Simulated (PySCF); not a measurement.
# BrF: bond curves at several levels of theory

An exercise on one series of results from a longer session: the logs are not shown, and one member is left open.

Program: PySCF 2.14.0. Level of theory: Br def2-SVP, F def2-SVP, no relativity. These are calculated values, not measurements.

The first run:

Settings of the job:

| Property | Result |
| --- | --- |
| atoms | Br, F |
| charge | 0 |
| basis | Br def2-SVP, F def2-SVP |
| Hamiltonian | no relativity |
| basis functions | 46 |
| electrons treated | 44 |
| masses in u | 78.9183, 18.9984 |
| levels | PBE0, PBE, r²SCAN, M06-L, PW91, BP86, CAM-B3LYP, HF, MP2, SCS-MP2, CCSD, CCSD(T) |
| grid | 80 radial by 434 angular points |
| occupations | held fixed by the projection of orbital angular momentum |
| dissociation limit | Br + F, each in its ground configuration |
| starting distance in angstrom | 1.730 |
| values of 2S to try | 0, 2 |

Launch:

```console
> OMP_NUM_THREADS=1 python dia.py task.json out
```

Among the steps run: Input; First curve: PBE0; Other states along the same grid; PBE; r²SCAN; M06-L; PW91 (GGA); BP86 (GGA); CAM-B3LYP (range-separated hybrid); RHF (mean field); Correlated methods on the Hartree–Fock reference.

One table of the session follows, with a row left open; its other results are not shown here.

Energy (eV) from each level's lowest point:

```
R (Å)    RHF  RHF-MP2  RHF-SCS-MP2  RHF-CCSD  RHF-CCSD(T)
1.527  1.070    1.374        1.405       n/a          n/a
1.598  0.416    0.631        0.654     0.639        0.672
1.669  0.089    0.214        0.229     0.220        0.241
1.723  0.000    0.057        0.065     0.061        0.072
1.776      ?        ?            ?         ?            ?
1.829  0.098    0.018        0.010     0.014        0.001
1.900  0.302    0.129        0.107     0.116        0.084
1.989  0.652    0.358        0.319     0.331        0.271
2.096  1.151    0.707        0.645     0.657        0.553
2.238  1.872    1.213        1.116       n/a          n/a
```

Q: Estimate the row for R (Å) = 1.776 from the others.

Worked estimate for «RHF». A straight line through the neighbours (1.723, 0.000) and (1.829, 0.098) gives 0.000 + (0.098 − 0.000) × (1.776 − 1.723) / (1.829 − 1.723) = 0.049; a parabola fitted to 4 rows on both sides gives 0.013.

**Answer.** RHF: 0.011; RHF-MP2: 0.000; RHF-SCS-MP2: 0.000; RHF-CCSD: 0.000; RHF-CCSD(T): 0.000. In «RHF» the line misses by +0.038 and the parabola by +0.002.
